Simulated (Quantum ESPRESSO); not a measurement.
SiTe6 under changes of volume

One of the cells (30.781 Å³/atom); the others are scaled copies at fixed shape and fractional positions:

```xyz
7
Lattice="5.9951 0.0000 0.0000 0.0000 5.9951 0.0000 0.0000 0.0000 5.9951" Properties=species:S:1:pos:R:3 pbc="T T T"
Si    0.0000    0.0000    0.0000
Te    1.1901    2.9975    2.9975
Te    2.9975    4.8050    2.9975
Te    2.9975    1.1901    2.9975
Te    4.8050    2.9975    2.9975
Te    2.9975    2.9975    1.1901
Te    2.9975    2.9975    4.8050
```

The cell was built by a generator and needn't be a form met in nature.

```yaml
Program: Quantum ESPRESSO 7.5
Functional: revPBE
Potentials_or_basis: GBRV 1.5 PBEsol
Cutoff: 612 eV
Density_cutoff: 4898 eV
k_mesh: 6 × 6 × 6
Occupations: fermi-dirac, width 0.2 eV
Spin: no spin polarisation
```

```tsv
volume (Å³/atom)	energy over the lowest point (meV/atom)	pressure (GPa)	largest force (eV/Å)
28.934	1289.53	69.7	9.008
29.550	1032.49	64.6	8.490
30.166	?	?	?
30.781	572.97	55.7	7.573
31.397	367.71	51.7	7.165
32.013	177.11	48.1	6.787
32.628	0.00	44.7	6.436
```

Q: What does the run at 30.166 Å³/atom give?

A: Energy over the lowest point 794.11 meV/atom; pressure 60.0 GPa; largest force 8.013 eV/Å.

Worked out: A Birch-Murnaghan fit of order 3 (a polynomial in V^(-2/3)) to the other rows has no minimum within the range. It gives 793.95 meV/atom at 30.166 Å³/atom, against the run's 794.11, and -dE/dV = 59.7 GPa, against 60.0.

Energies are extrapolated to zero smearing.

Caveats: the potentials were made for another functional, which shifts forces and pressure; the cell as given lies far from equilibrium (some runs).
